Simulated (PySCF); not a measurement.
**Sn2⁺ (quartet): changing the method**

What do other methods print for Sn2⁺ (quartet)?

The runs use PySCF 2.14.0; method and basis as typed in the scripts.

2 further runs of the same task are left out: 2 for a known fault of the program.

## Step 1: The starting structure

Sn2⁺ (quartet): 2 atoms, charge 1, spin multiplicity 4.

Bond lengths: Sn1–Sn2 2.660 Å.

## Step 2: The run that the others are compared with

Input file input.py:

```python
from pyscf import gto, scf, mp

mol = gto.M(
    atom='Sn 0 0 0; Sn 0 0 2.66',
    basis='lanl2dz',
    ecp={'Sn': 'lanl2dz'},
    charge=1,
    spin=3,
    verbose=4,
)
mf = scf.UHF(mol)
mf.kernel()
mp.MP2(mf).kernel()
mf.dip_moment()
print('orbital energies (hartree):', [e[max(0, n-3):n+3].round(4) for e, n in zip(mf.mo_energy, mol.nelec)])
```

The run is started by

```console
OMP_NUM_THREADS=1 python input.py
```

## Step 3: SCF alone

Run 1 changes step after the SCF: mp2 → none.

input.py, as its differences from that of step 2:

```diff
@@ -1,2 +1,2 @@
-from pyscf import gto, scf, mp
+from pyscf import gto, scf
 
@@ -12,3 +12,2 @@
 mf.kernel()
-mp.MP2(mf).kernel()
 mf.dip_moment()
```

## Step 4: B3lyp5 (UKS)

Run 2 changes functional: none (Hartree–Fock) → b3lyp5; SCF type: UHF → UKS; step after the SCF: mp2 → analyze.

input.py, as its differences from that of step 2:

```diff
@@ -1,2 +1,2 @@
-from pyscf import gto, scf, mp
+from pyscf import gto, dft
 
@@ -10,5 +10,5 @@
 )
-mf = scf.UHF(mol)
+mf = dft.UKS(mol, xc='b3lyp5')
 mf.kernel()
-mp.MP2(mf).kernel()
+mf.mulliken_pop()
 mf.dip_moment()
```

## Step 5: Mn15 (UKS)

Run 3 changes functional: none (Hartree–Fock) → mn15; SCF type: UHF → UKS; step after the SCF: mp2 → analyze.

input.py, as its differences from that of step 2:

```diff
@@ -1,2 +1,2 @@
-from pyscf import gto, scf, mp
+from pyscf import gto, dft
 
@@ -10,5 +10,5 @@
 )
-mf = scf.UHF(mol)
+mf = dft.UKS(mol, xc='mn15')
 mf.kernel()
-mp.MP2(mf).kernel()
+mf.mulliken_pop()
 mf.dip_moment()
```

## Step 6: RHF

Run 4 changes SCF type: UHF → RHF.

Input file input.py:

```python
from pyscf import gto, scf, mp

mol = gto.M(
    atom='Sn 0 0 0; Sn 0 0 2.66',
    basis='lanl2dz',
    ecp={'Sn': 'lanl2dz'},
    charge=1,
    spin=3,
    verbose=4,
)
mf = scf.RHF(mol)
mf.kernel()
mp.MP2(mf).kernel()
mf.dip_moment()
print('orbital energies (hartree):', mf.mo_energy[..., max(0, mol.nelec[1]-3):mol.nelec[0]+3].round(4))
```

## Step 7: TDHF

Run 5 changes step after the SCF: mp2 → tddft; number of roots: none → 8.

input.py, as its differences from that of step 2:

```diff
@@ -1,2 +1,2 @@
-from pyscf import gto, scf, mp
+from pyscf import gto, scf, tdscf
 
@@ -12,3 +12,6 @@
 mf.kernel()
-mp.MP2(mf).kernel()
+td = tdscf.TDHF(mf)
+td.nstates = 8
+td.kernel()
+td.analyze(verbose=3)
 mf.dip_moment()
```

What does the calculation give? Wanted: for each run, E(SCF); from base; gap, α spin; after the SCF.

**Answer**, as computed:

```
         run  E(SCF) (hartree)  from base (eV)  cycles  gap, α spin (eV)              after the SCF
        base         -6.252647               0       8              7.14  MP2 correlation -1.231 eV
   SCF alone         -6.252647          0.0000       8              7.14                        n/a
b3lyp5 (UKS)         -6.429584  not comparable       7              3.21                        n/a
  mn15 (UKS)         -6.326672  not comparable       8              4.17                        n/a
         RHF         -6.249355         +0.0896       7               n/a  MP2 correlation -1.330 eV
        TDHF         -6.252647          0.0000       8              7.14  lowest root found 0.49 eV
```

The α-spin gap between the frontier levels is 3.2 eV with b3lyp5 (20 % exact exchange) and 4.2 eV with mn15 (44 %): exact exchange opens it. Total energies of different functionals can't be compared with each other; differences within one functional can.
